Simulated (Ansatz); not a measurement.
This script for the Python package of Ansatz (0.2.0) starts 4 runs on CsAuBr3, space group Pm-3m. What input does the engine get in each?

`csaubr3_walk.py`:
```python
"""Move one atom of CsAuBr3 step by step, each SCF seeded by the last."""

import warnings

import ansatz as az
import numpy as np
import pandas as pd


def main() -> None:
    warnings.simplefilter("ignore", az.DeckWarning)

    vectors = np.array([
        [5.47254, 0.0, 0.0],
        [0.0, 5.47254, 0.0],
        [0.0, 0.0, 5.47254],
    ])
    structure = (
        az.Lattice.of(vectors)
        .atom("Cs", (0.5, 0.5, 0.5))
        .atom("Au", (0.0, 0.0, 0.0))
        .atom("Br", (0.0, 0.0, 0.5))
        .atom("Br", (0.5, 0.0, 0.0))
        .atom("Br", (0.0, 0.5, 0.0))
    )

    start = np.array(structure.resolved().sites[3].position)
    previous, rows = None, []
    for step in range(4):
        target = start + step * 0.015 * np.eye(3)[0]
        model = structure.move(3, to=target).calculation()
        model = model.functional("lda").kpoints(spacing=0.38)
        model = model.occupations(az.OccupationsMethod.FERMI_DIRAC)
        model = model.forces()
        session = model.session()
        if previous is not None:
            session.seed_next_step(previous)
        previous = session.plan(retain="wavefunctions").execute()
        r = previous.report
        shift = float(np.linalg.norm((target - start) @ np.array(r["lattice"]["cell_ang"])))
        rows.append((step, shift, r["lagrangian_ev"], float(np.linalg.norm(r["forces_ev_ang"][3])), r["n_iterations"], r["n_symmetry_ops"]))
    rows = [(row[0], row[1], 1000 * (row[2] - rows[0][2]), *row[3:]) for row in rows]
    print(pd.DataFrame(rows, columns=["step", "moved A", "dE meV", "force on it eV/A", "iterations", "symmetry operations"]).round(4).to_string(index=False))


if __name__ == "__main__":
    main()
```

Run 1:
```yaml
crystal:
  lattice:
    - [5.47254, 0.0, 0.0]
    - [0.0, 5.47254, 0.0]
    - [0.0, 0.0, 5.47254]
  atoms:
    - { symbol: Cs, position: [0.5, 0.5, 0.5] }
    - { symbol: Au, position: [0.0, 0.0, 0.0] }
    - { symbol: Br, position: [0.0, 0.0, 0.5] }
    - { symbol: Br, position: [0.5, 0.0, 0.0] }
    - { symbol: Br, position: [0.0, 0.5, 0.0] }
kpoints:
  mp_grid:
    kspacing: 0.38
hamiltonian:
  xc: lda
scf:
  occupations:
    method: fermi_dirac
output:
  forces: true
```

Run 2, against run 1:
```diff
-    - { symbol: Br, position: [0.5, 0.0, 0.0] }
+    - { symbol: Br, position: [0.515, 0.0, 0.0] }
```

Run 3, against run 1:
```diff
-    - { symbol: Br, position: [0.5, 0.0, 0.0] }
+    - { symbol: Br, position: [0.53, 0.0, 0.0] }
```

Run 4, against run 1:
```diff
-    - { symbol: Br, position: [0.5, 0.0, 0.0] }
+    - { symbol: Br, position: [0.545, 0.0, 0.0] }
```

```console
$ python csaubr3_walk.py
 step  moved A   dE meV  force on it eV/A  iterations  symmetry operations
    0   0.0000   0.0000            0.0000           7                   48
    1   0.0821  12.8912            0.3187           6                    8
    2   0.1642  53.8403            0.6932           7                    8
    3   0.2463 129.9446            1.1872           7                    8
```

Reading the output:
- The cell holds an odd number of electrons and is run without spin, so a magnetic state may lie lower.
- The mesh is modest for a metal, so energies can be off by several to tens of meV an atom and pressures by half a GPa or more; differences at equal mesh fare better.
- Spin-orbit coupling, which matters for elements this heavy, is left out.
- This cell is a computed structure, which may not be the phase found in nature.
- The first step keeps the crystal's symmetry; the moved atom lowers it.
- Wall time of the script: 30 s on 1 thread of Arm Neoverse V2 (shared host), peak memory 0.5 GiB.

(Lines on the test bed's own set-up are left out of the output.)
